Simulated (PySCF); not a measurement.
**C₁₂H₁₆Si: NMR shifts at several levels of theory**

Aim: compute the NMR shifts of C₁₂H₁₆Si (`C[Si]1(c2ccc3c(c2)CC3)CCC1`) at several levels, and see how far they spread and what each costs.

Programs: PySCF 2.14.0, with density-fitted response routines of our own. Each step states its level of theory. These are calculated values for one molecule in the gas phase, unless marked as measured. Atoms count from 0, in the outputs and in this text.

## 1. Starting geometry

29 atoms, charge 0, multiplicity 1; geometry from: GFN2-xTB.

Bonds of the start (Å): C0–Si1 1.90, Si1–C2 1.89, C2–C3 1.39, C3–C4 1.39, C4–C5 1.37, C5–C6 1.40, C6–C7 1.37, C6–C8 1.51, C8–C9 1.56, Si1–C10 1.92, C10–C11 1.54, C11–C12 1.54, C12–Si1 1.92, C7–C2 1.40, C9–C5 1.51, C0–H13 1.09, C0–H14 1.09, C0–H15 1.08, C3–H16 1.08, C4–H17 1.08, C7–H18 1.08, C8–H19 1.09, C8–H20 1.09, C9–H21 1.09, C9–H22 1.09, C10–H23 1.09, C10–H24 1.09, C11–H25 1.09, C11–H26 1.09, C12–H27 1.09 and more.

## 2. Optimising the geometry at PBE0-D3(BJ)/def2-SVP

Job settings and geometry (Å):

```
{"job": {"xc": "PBE0", "basis": "def2-SVP", "d3": "d3bj", "grid": 1, "kind": "geom"}, "charge": 0, "multiplicity": 1}
C     -2.612680    -1.930980     0.755590
Si    -1.846610    -0.307040     0.130580
C      0.042110    -0.357160     0.135860
C      0.727200    -1.491770     0.563070
C      2.118850    -1.578450     0.587760
C      2.788660    -0.463100     0.153740
C      2.119860     0.682650    -0.279170
C      0.754520     0.772550    -0.298990
C      3.404100     1.419400    -0.566460
C      4.147920     0.141140    -0.083820
C     -2.647010     1.307240     0.792850
C     -3.290860     1.586410    -0.580020
C     -2.663910     0.461180    -1.426540
H     -2.300100    -2.142820     1.773460
H     -2.312590    -2.767910     0.133700
H     -3.696510    -1.882410     0.744240
H      0.151560    -2.344380     0.891410
H      2.615570    -2.474160     0.931760
H      0.227690     1.656130    -0.627690
H      3.560430     1.672600    -1.614230
H      3.573060     2.304640     0.043740
H      4.742100    -0.358130    -0.849530
H      4.754730     0.274200     0.809210
H     -3.373790     1.216510     1.596080
H     -1.941540     2.082180     1.083470
H     -3.059380     2.580490    -0.960690
H     -4.374500     1.490620    -0.535130
H     -3.400840    -0.137520    -1.955820
H     -1.966310     0.842450    -2.168610
```

Output:

```text
step   0  E = -755.29853620  max force = 0.015158
step   1  E = -755.30317434  max force = 0.004234
step   2  E = -755.30295542  max force = 0.007756
step   3  E = -755.30343561  max force = 0.000751
step   4  E = -755.30345848  max force = 0.000338
step   5  E = -755.30352269  max force = 0.001382
step   6  E = -755.30361318  max force = 0.002292
step   7  E = -755.30377755  max force = 0.003200
step   8  E = -755.30386919  max force = 0.001920
step   9  E = -755.30395218  max force = 0.001277
step  10  E = -755.30398631  max force = 0.001999
step  11  E = -755.30409827  max force = 0.001734
step  12  E = -755.30319322  max force = 0.005458
step  13  E = -755.30451572  max force = 0.002825
step  14  E = -755.30460263  max force = 0.001702
step  15  E = -755.30466259  max force = 0.000788
step  16  E = -755.30467340  max force = 0.000515
step  17  E = -755.30467574  max force = 0.000300
optimisation converged
```

Wall time 11 min (8 threads of Arm Neoverse V1, shared host).

Relaxation path: (the energy doesn't fall at every step)

| step | energy from step 0 (eV) | largest force component (eV/Å) |
| --- | --- | --- |
| 0 | 0.0000 | 0.7795 |
| 1 | -0.1262 | 0.2177 |
| 2 | -0.1203 | 0.3988 |
| 3 | -0.1333 | 0.0386 |
| 4 | -0.1339 | 0.0174 |
| 5 | -0.1357 | 0.0711 |
| 6 | -0.1382 | 0.1179 |
| 7 | -0.1426 | 0.1646 |
| 8 | -0.1451 | 0.0987 |
| 9 | -0.1474 | 0.0657 |
| 10 | -0.1483 | 0.1028 |
| 11 | -0.1514 | 0.0892 |
| 12 | -0.1267 | 0.2807 |
| 13 | -0.1627 | 0.1453 |
| 14 | -0.1651 | 0.0875 |
| 15 | -0.1667 | 0.0405 |
| 16 | -0.1670 | 0.0265 |
| 17 | -0.1671 | 0.0154 |

Close pairs (by a distance rule), those that changed most:

| bond | before (Å) | after (Å) | change (Å) |
| --- | --- | --- | --- |
| C0–Si1 | 1.901 | 1.878 | -0.024 |
| Si1–C10 | 1.920 | 1.900 | -0.019 |
| Si1–C12 | 1.919 | 1.900 | -0.019 |
| C0–H14 | 1.085 | 1.101 | +0.016 |
| C2–C3 | 1.393 | 1.409 | +0.016 |
| C0–H13 | 1.086 | 1.101 | +0.016 |
| C0–H15 | 1.085 | 1.101 | +0.016 |
| C6–C7 | 1.368 | 1.384 | +0.015 |

The end geometry stands in the next job.

| at the end point | value |
| --- | --- |
| point group (found at 0.08 Å tolerance) | Cs |
| rotational constants (GHz, main isotopes) | 1.605, 0.390, 0.336 |
| dipole moment (D) | 0.95 |

## 3. Nuclear shieldings: PBE0/pcSseg-1

Job settings and geometry (Å):

```
{"job": {"kind": "nmr", "xc": "PBE0", "basis": "pcSseg-1", "pop": false}, "charge": 0, "multiplicity": 1}
C     -2.534643    -1.874940     0.735866
Si    -1.812964    -0.249039     0.134764
C      0.065261    -0.311060     0.110804
C      0.767080    -1.457726     0.531606
C      2.166986    -1.539682     0.527806
C      2.837379    -0.414255     0.077123
C      2.162579     0.731866    -0.343955
C      0.781529     0.820074    -0.339457
C      3.443965     1.476818    -0.654435
C      4.201559     0.187101    -0.182121
C     -2.657658     1.281925     0.878768
C     -3.572783     1.290214    -0.375260
C     -2.709918     0.475298    -1.376024
H     -2.210316    -2.103583     1.763383
H     -2.236123    -2.712794     0.086250
H     -3.634154    -1.821812     0.734041
H      0.198734    -2.325606     0.878631
H      2.676705    -2.446354     0.863852
H      0.255094     1.721627    -0.669103
H      3.595792     1.740435    -1.712983
H      3.630231     2.372542    -0.041221
H      4.797065    -0.311269    -0.963342
H      4.836589     0.321735     0.707711
H     -3.162801     1.246030     1.855055
H     -1.973910     2.146998     0.879999
H     -3.865104     2.294139    -0.727545
H     -4.508730     0.748622    -0.160089
H     -3.254798    -0.165422    -2.084686
H     -2.040914     1.132678    -1.955619
```

Method: GIAO PBE0/pcSseg-1 NMR shielding, non-relativistic, gas phase.

Output:

```text
coarse grid: 24576 points
cycle   1  E = -755.4504139933  dE =  1.879e+00  |g| = 5.748e-01  |ddm| = 5.297e+00
cycle   2  E = -755.4349914681  dE =  1.542e-02  |g| = 6.366e-01  |ddm| = 1.282e+00
cycle   3  E = -755.5416187140  dE = -1.066e-01  |g| = 5.582e-02  |ddm| = 6.744e-01
cycle   4  E = -755.5420542938  dE = -4.356e-04  |g| = 3.658e-02  |ddm| = 9.513e-02
cycle   5  E = -755.5423845155  dE = -3.302e-04  |g| = 1.110e-02  |ddm| = 4.872e-02
cycle   6  E = -755.5424155049  dE = -3.099e-05  |g| = 3.771e-03  |ddm| = 1.535e-02
cycle   7  E = -755.5424193673  dE = -3.862e-06  |g| = 3.981e-04  |ddm| = 4.290e-03
final grid: 232376 points
cycle   8  E = -755.6209992368  dE = -5.866e-05  |g| = 1.015e-02  |ddm| = 6.879e-02
cycle   9  E = -755.6209913507  dE =  7.886e-06  |g| = 1.170e-02  |ddm| = 2.259e-02
cycle  10  E = -755.6210267196  dE = -3.537e-05  |g| = 1.208e-03  |ddm| = 1.191e-02
cycle  11  E = -755.6210270535  dE = -3.339e-07  |g| = 4.497e-04  |ddm| = 1.631e-03
cycle  12  E = -755.6210271053  dE = -5.182e-08  |g| = 1.275e-04  |ddm| = 5.451e-04
cycle  13  E = -755.6210271095  dE = -4.153e-09  |g| = 3.242e-05  |ddm| = 1.613e-04
cycle  14  E = -755.6210271097  dE = -2.428e-10  |g| = 8.474e-06  |ddm| = 4.185e-05
converged SCF energy = -755.6210271097

GIAO shielding tensors (ppm)
atom      isotropic    diamagn.    paramagn.     s11        s22        s33       span
  0 C      190.182     255.777     -65.595    186.455    189.593    194.500      8.045
  1 Si     339.398     882.679    -543.281    320.778    339.043    358.374     37.596
  2 C       43.152     262.219    -219.067    -44.955    -15.946    190.356    235.311
  3 C       47.215     254.262    -207.046    -66.676     35.119    173.204    239.880
  4 C       57.724     252.945    -195.221    -39.800     40.188    172.784    212.585
  5 C       32.027     267.898    -235.872    -77.027     16.199    156.909    233.935
  6 C       34.470     257.602    -223.132    -77.334     24.237    156.508    233.841
  7 C       50.154     254.405    -204.251    -51.851     30.492    171.820    223.670
  8 C      153.202     253.578    -100.377    144.227    148.726    166.652     22.426
  9 C      153.202     261.383    -108.181    145.346    148.565    165.695     20.349
 10 C      167.151     257.985     -90.834    146.469    172.848    182.138     35.669
 11 C      164.111     252.296     -88.185    151.546    165.626    175.162     23.615
 12 C      167.408     257.995     -90.586    146.554    173.134    182.537     35.982
 13 H       30.706      31.834      -1.128     26.232     28.406     37.481     11.250
 14 H       30.726      31.858      -1.132     26.253     28.433     37.493     11.240
 15 H       30.629      29.143       1.486     25.207     29.205     37.474     12.267
 16 H       23.864      34.959     -11.095     18.526     22.731     30.335     11.809
 17 H       24.136      31.534      -7.398     20.529     24.768     27.111      6.582
 18 H       23.704      35.462     -11.758     19.267     21.931     29.915     10.648
 19 H       28.036      29.288      -1.252     23.947     26.731     33.430      9.483
 20 H       28.040      29.333      -1.293     23.965     26.738     33.418      9.453
 21 H       28.083      28.961      -0.879     24.145     26.382     33.720      9.575
 22 H       28.091      28.998      -0.907     24.153     26.391     33.729      9.576
 23 H       30.187      32.136      -1.949     26.640     26.808     37.114     10.474
 24 H       29.879      34.261      -4.383     26.592     28.590     34.454      7.862
 25 H       28.949      28.524       0.425     24.425     25.771     36.651     12.226
 26 H       29.318      29.548      -0.231     26.413     26.531     35.009      8.596
 27 H       30.189      32.145      -1.956     26.600     26.844     37.123     10.523
 28 H       29.854      34.283      -4.430     26.502     28.569     34.490      7.988
```

It took 88 s on 8 threads of Arm Neoverse V1, shared host.

Shifts follow as δ = σ(reference) − σ, with reference shieldings (ppm) from runs at the same level and on the same kind of geometry: ¹H TMS 31.27, ¹³C TMS 184.4, ²⁹Si TMS 352.0. The references are single molecules in the gas phase. Atoms listed in one row are averaged.

| atoms | environment | σ (ppm) | δ (ppm) | δ scaled to CDCl3 |
| --- | --- | --- | --- | --- |
| C5 | substituted aromatic carbon | 32.0 | 152.4 | 147.5 |
| C6 | substituted aromatic carbon | 34.5 | 149.9 | 145.1 |
| C2 | substituted aromatic carbon | 43.2 | 141.3 | 136.7 |
| C3 | aromatic CH | 47.2 | 137.2 | 132.7 |
| C7 | aromatic CH | 50.2 | 134.3 | 129.9 |
| C4 | aromatic CH | 57.7 | 126.7 | 122.5 |
| C8 | sp3 CH2 on an aromatic ring | 153.2 | 31.2 | 29.8 |
| C9 | sp3 CH2 on an aromatic ring | 153.2 | 31.2 | 29.8 |
| C11 | sp3 CH2 in a ring | 164.1 | 20.3 | 19.2 |
| C10, C12 | sp3 CH2 bonded to Si | 167.3 | 17.1 | 16.1 |
| C0 | methyl carbon bonded to Si | 190.2 | -5.8 | -6.1 |
| H18 | hydrogen on an aromatic CH | 23.70 | 7.56 | 7.38 |
| H16 | hydrogen on an aromatic CH | 23.86 | 7.40 | 7.23 |
| H17 | hydrogen on an aromatic CH | 24.14 | 7.13 | 6.97 |
| H19, H20 | hydrogen on an sp3 CH2 on an aromatic ring | 28.04 | 3.23 | 3.28 |
| H21, H22 | hydrogen on an sp3 CH2 on an aromatic ring | 28.09 | 3.18 | 3.23 |
| H25 | hydrogen on an sp3 CH2 in a ring | 28.95 | 2.32 | 2.41 |
| H26 | hydrogen on an sp3 CH2 in a ring | 29.32 | 1.95 | 2.06 |
| H24, H28 | hydrogen on an sp3 CH2 bonded to Si | 29.87 | 1.40 | 1.54 |
| H23, H27 | hydrogen on an sp3 CH2 bonded to Si | 30.19 | 1.08 | 1.24 |
| H13, H14, H15 | hydrogen on a methyl carbon bonded to Si | 30.69 | 0.58 | 0.77 |
| Si1 | silicon bonded to 4 C, in a 4-membered ring | 339.4 | 12.6 | – |

The scaled column applies a straight-line fit of computed shieldings to shifts measured in CDCl3 (root-mean-square error 0.21 ppm for H, 2.0 ppm for C).

Ring of atoms Si1, C10, C11, C12: NICS(0) -2.0, NICS(1) -1.4, NICS(1)zz 2.0 ppm (means of both faces).

Ring of atoms C2, C3, C4, C5, C6, C7: NICS(0) -8.3, NICS(1) -11.1, NICS(1)zz -26.8 ppm (means of both faces).

Ring of atoms C5, C6, C8, C9: NICS(0) 3.8, NICS(1) -1.2, NICS(1)zz 3.3 ppm (means of both faces).

## 4. Nuclear shieldings: PBE/pcSseg-1

Settings changed since step 3:

```diff
@@ -1,2 +1,2 @@
-{"job": {"kind": "nmr", "xc": "PBE0", "basis": "pcSseg-1", "pop": false}, "charge": 0, "multiplicity": 1}
+{"job": {"kind": "nmr", "xc": "PBE", "basis": "pcSseg-1", "pop": false}, "charge": 0, "multiplicity": 1}
 C     -2.534643    -1.874940     0.735866
```

Level: GIAO PBE/pcSseg-1 NMR shielding, non-relativistic, gas phase.

Output:

```text
coarse grid: 24576 points
cycle   1  E = -755.2183793770  dE =  1.420e+00  |g| = 8.647e-01  |ddm| = 5.424e+00
cycle   2  E = -754.9339094703  dE =  2.845e-01  |g| = 1.331e+00  |ddm| = 2.327e+00
cycle   3  E = -755.4222665028  dE = -4.884e-01  |g| = 1.372e-01  |ddm| = 1.592e+00
cycle   4  E = -755.4261019828  dE = -3.835e-03  |g| = 6.698e-02  |ddm| = 2.242e-01
cycle   5  E = -755.4271262256  dE = -1.024e-03  |g| = 2.930e-02  |ddm| = 9.913e-02
cycle   6  E = -755.4273506092  dE = -2.244e-04  |g| = 1.051e-02  |ddm| = 4.192e-02
cycle   7  E = -755.4273810439  dE = -3.043e-05  |g| = 1.739e-03  |ddm| = 1.312e-02
cycle   8  E = -755.4273817406  dE = -6.967e-07  |g| = 5.378e-04  |ddm| = 2.240e-03
final grid: 232376 points
cycle   9  E = -755.5355025806  dE = -5.787e-05  |g| = 1.780e-02  |ddm| = 9.490e-02
cycle  10  E = -755.5353821191  dE =  1.205e-04  |g| = 2.775e-02  |ddm| = 4.712e-02
cycle  11  E = -755.5355843400  dE = -2.022e-04  |g| = 3.547e-03  |ddm| = 2.987e-02
cycle  12  E = -755.5355875162  dE = -3.176e-06  |g| = 1.151e-03  |ddm| = 4.875e-03
cycle  13  E = -755.5355878564  dE = -3.402e-07  |g| = 3.561e-04  |ddm| = 1.463e-03
cycle  14  E = -755.5355878918  dE = -3.536e-08  |g| = 3.965e-05  |ddm| = 4.361e-04
cycle  15  E = -755.5355878918  dE = -5.184e-11  |g| = 3.606e-05  |ddm| = 7.791e-05
cycle  16  E = -755.5355878921  dE = -3.408e-10  |g| = 1.058e-05  |ddm| = 4.762e-05
converged SCF energy = -755.5355878921

GIAO shielding tensors (ppm)
atom      isotropic    diamagn.    paramagn.     s11        s22        s33       span
  0 C      186.220     254.807     -68.587    181.817    185.875    190.970      9.153
  1 Si     322.437     884.423    -561.987    301.713    323.446    342.152     40.439
  2 C       40.127     261.278    -221.152    -44.470    -18.907    183.757    228.227
  3 C       45.766     253.723    -207.957    -63.641     33.777    167.164    230.805
  4 C       56.059     252.068    -196.009    -37.664     39.270    166.570    204.234
  5 C       30.228     266.664    -236.436    -73.590     13.519    150.757    224.347
  6 C       32.084     257.049    -224.965    -74.780     20.651    150.379    225.159
  7 C       49.148     254.467    -205.319    -48.094     29.865    165.673    213.767
  8 C      147.604     255.353    -107.749    139.051    142.846    160.915     21.864
  9 C      147.605     262.940    -115.335    140.238    142.632    159.946     19.708
 10 C      161.474     257.617     -96.143    140.705    166.716    177.000     36.295
 11 C      157.669     252.577     -94.908    143.782    159.355    169.871     26.089
 12 C      161.761     257.639     -95.878    140.801    167.068    177.416     36.615
 13 H       30.657      31.779      -1.121     26.348     28.486     37.137     10.789
 14 H       30.678      31.804      -1.126     26.373     28.510     37.150     10.777
 15 H       30.577      29.174       1.402     25.413     29.260     37.058     11.645
 16 H       23.889      35.021     -11.132     18.778     22.563     30.325     11.546
 17 H       24.214      31.500      -7.286     20.876     24.609     27.156      6.281
 18 H       23.755      35.969     -12.214     19.603     21.818     29.845     10.242
 19 H       27.951      29.520      -1.568     24.047     26.804     33.003      8.955
 20 H       27.956      29.582      -1.626     24.065     26.811     32.992      8.927
 21 H       27.998      28.832      -0.835     24.237     26.462     33.293      9.056
 22 H       28.006      28.882      -0.876     24.245     26.472     33.301      9.056
 23 H       30.046      32.015      -1.969     26.673     26.899     36.566      9.893
 24 H       29.747      34.417      -4.670     26.709     28.598     33.935      7.227
 25 H       28.773      28.391       0.382     24.368     25.829     36.122     11.753
 26 H       29.133      29.512      -0.379     26.470     26.485     34.442      7.972
 27 H       30.049      32.025      -1.976     26.632     26.935     36.581      9.949
 28 H       29.723      34.442      -4.719     26.620     28.580     33.969      7.348
```

Run time: 56 s. Hardware: 8 threads of Arm Neoverse V1, shared host.

In short: δ C5 149.8, C6 147.9, C2 139.9, C3 134.3, H18 7.44, H16 7.31 ppm.

## 5. NMR shieldings: wB97X-D/pcSseg-1

Settings changed since step 4:

```diff
@@ -1,2 +1,2 @@
-{"job": {"kind": "nmr", "xc": "PBE", "basis": "pcSseg-1", "pop": false}, "charge": 0, "multiplicity": 1}
+{"job": {"kind": "nmr", "xc": "wB97X-D", "basis": "pcSseg-1", "pop": false}, "charge": 0, "multiplicity": 1}
 C     -2.534643    -1.874940     0.735866
```

With the program's defaults for keys left out, this is: GIAO wB97X-D/pcSseg-1 NMR shielding, non-relativistic, gas phase.

Output:

```text
coarse grid: 24576 points
cycle   1  E = -755.9997280968  dE =  2.485e+00  |g| = 4.019e-01  |ddm| = 5.263e+00
cycle   2  E = -756.0334364482  dE = -3.371e-02  |g| = 2.627e-01  |ddm| = 8.222e-01
cycle   3  E = -756.0503978174  dE = -1.696e-02  |g| = 4.330e-02  |ddm| = 2.610e-01
cycle   4  E = -756.0509400074  dE = -5.422e-04  |g| = 1.570e-02  |ddm| = 9.145e-02
cycle   5  E = -756.0510015656  dE = -6.156e-05  |g| = 3.511e-03  |ddm| = 2.097e-02
cycle   6  E = -756.0510050616  dE = -3.496e-06  |g| = 1.515e-03  |ddm| = 6.306e-03
final grid: 232376 points
cycle   7  E = -756.1396495365  dE = -3.575e-04  |g| = 6.397e-03  |ddm| = 9.283e-02
cycle   8  E = -756.1396565812  dE = -7.045e-06  |g| = 4.588e-03  |ddm| = 1.541e-02
cycle   9  E = -756.1396613842  dE = -4.803e-06  |g| = 8.810e-04  |ddm| = 4.207e-03
cycle  10  E = -756.1396615929  dE = -2.087e-07  |g| = 4.808e-04  |ddm| = 1.992e-03
cycle  11  E = -756.1396616542  dE = -6.133e-08  |g| = 1.061e-04  |ddm| = 6.484e-04
cycle  12  E = -756.1396616578  dE = -3.640e-09  |g| = 3.095e-05  |ddm| = 1.920e-04
cycle  13  E = -756.1396616583  dE = -4.309e-10  |g| = 1.081e-05  |ddm| = 8.086e-05
converged SCF energy = -756.1396616583

GIAO shielding tensors (ppm)
atom      isotropic    diamagn.    paramagn.     s11        s22        s33       span
  0 C      190.041     256.178     -66.136    186.777    189.312    194.036      7.259
  1 Si     339.936     882.973    -543.036    322.027    337.458    360.324     38.297
  2 C       42.756     263.012    -220.257    -47.855    -14.525    190.646    238.501
  3 C       46.002     255.290    -209.288    -70.146     34.869    173.283    243.429
  4 C       56.571     254.482    -197.911    -43.241     39.504    173.450    216.690
  5 C       31.033     268.599    -237.566    -80.952     15.700    158.350    239.303
  6 C       33.614     258.111    -224.497    -80.907     23.842    157.908    238.815
  7 C       48.797     255.834    -207.037    -55.900     29.955    172.335    228.234
  8 C      154.054     253.063     -99.009    144.900    149.734    167.529     22.629
  9 C      154.071     260.917    -106.846    145.921    149.667    166.626     20.704
 10 C      168.071     258.358     -90.288    147.738    173.812    182.662     34.923
 11 C      165.133     252.212     -87.079    153.834    166.160    175.405     21.571
 12 C      168.289     258.350     -90.061    147.770    174.038    183.059     35.288
 13 H       30.813      32.150      -1.338     26.363     28.532     37.544     11.181
 14 H       30.832      32.178      -1.346     26.384     28.559     37.553     11.170
 15 H       30.748      29.193       1.555     25.336     29.335     37.575     12.239
 16 H       23.980      35.359     -11.379     18.700     22.820     30.422     11.722
 17 H       24.220      31.435      -7.215     20.610     24.825     27.225      6.615
 18 H       23.796      35.664     -11.868     19.378     21.986     30.024     10.646
 19 H       28.214      29.229      -1.016     24.094     26.916     33.631      9.537
 20 H       28.219      29.281      -1.062     24.112     26.924     33.620      9.508
 21 H       28.259      28.843      -0.584     24.292     26.570     33.915      9.623
 22 H       28.268      28.887      -0.619     24.301     26.580     33.924      9.624
 23 H       30.356      32.183      -1.827     26.800     26.952     37.315     10.514
 24 H       30.050      34.707      -4.657     26.725     28.724     34.702      7.976
 25 H       29.134      28.597       0.537     24.646     25.926     36.828     12.182
 26 H       29.517      29.452       0.065     26.562     26.711     35.278      8.716
 27 H       30.357      32.191      -1.835     26.761     26.988     37.321     10.559
 28 H       30.024      34.721      -4.696     26.634     28.703     34.735      8.101
```

Wall time 2.9 min (8 threads of Arm Neoverse V1, shared host).

Key values: δ C5 153.5, C6 150.9, C2 141.8, C3 138.5, H18 7.58, H16 7.40 ppm.

[end of part 1 of 2]
